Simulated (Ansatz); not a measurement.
# FGaH3NS: the cost of one run

Method: RHF/def2-TZVP, in Ansatz 0.2.0.

## Step 1: The structure to begin with

Bond lengths: N1–Ga2 1.692 Å, Ga2–F3 1.154 Å, Ga2–S4 2.363 Å, N1–H5 1.080 Å, N1–H6 1.061 Å, S4–H7 1.416 Å. Angles: N1–Ga2–F3 166.9°, N1–Ga2–S4 120.6°, F3–Ga2–S4 62.7°, Ga2–N1–H5 89.1°, Ga2–N1–H6 98.6°, H5–N1–H6 101.2°, Ga2–S4–H7 90.5°.

Structure file:

```xyz
7

N     0.9387    1.2254    0.0309
Ga    0.7078   -0.3702    0.5441
F     0.7266   -1.5127    0.7072
S    -1.1928   -1.5930   -0.1453
H    -0.0018    1.4920    0.4904
H     0.6481    1.1089   -0.9827
H    -1.7653   -0.4185   -0.6903
```

## Step 2: Relaxing end A

The input, input.yaml:

```yaml
crystal:
  periodic: [false, false, false]
  atoms:
    - { symbol: "N", position_ang: [0.9387, 1.2254, 0.0309] }
    - { symbol: Ga, position_ang: [0.7078, -0.3702, 0.5441] }
    - { symbol: F, position_ang: [0.7266, -1.5127, 0.7072] }
    - { symbol: S, position_ang: [-1.1928, -1.593, -0.1453] }
    - { symbol: H, position_ang: [-0.0018, 1.492, 0.4904] }
    - { symbol: H, position_ang: [0.6481, 1.1089, -0.9827] }
    - { symbol: H, position_ang: [-1.7653, -0.4185, -0.6903] }
basis:
  gaussian: { orbitals: def2-TZVP }
hamiltonian:
  xc: hf
relax:
  f_tol: 0.015
  max_steps: 40
```

Started as:

```sh
ansatz run input.yaml --threads 2 --pin off --max-ram 3072MiB --backend cpu --events-out ev --progress --plain --runs-dir out
```

Q: Estimate wall time and peak memory on 2 threads of AMD EPYC 7R13 (Zen 3), shared host.

About 43 s, with a peak of 0.46 GiB.
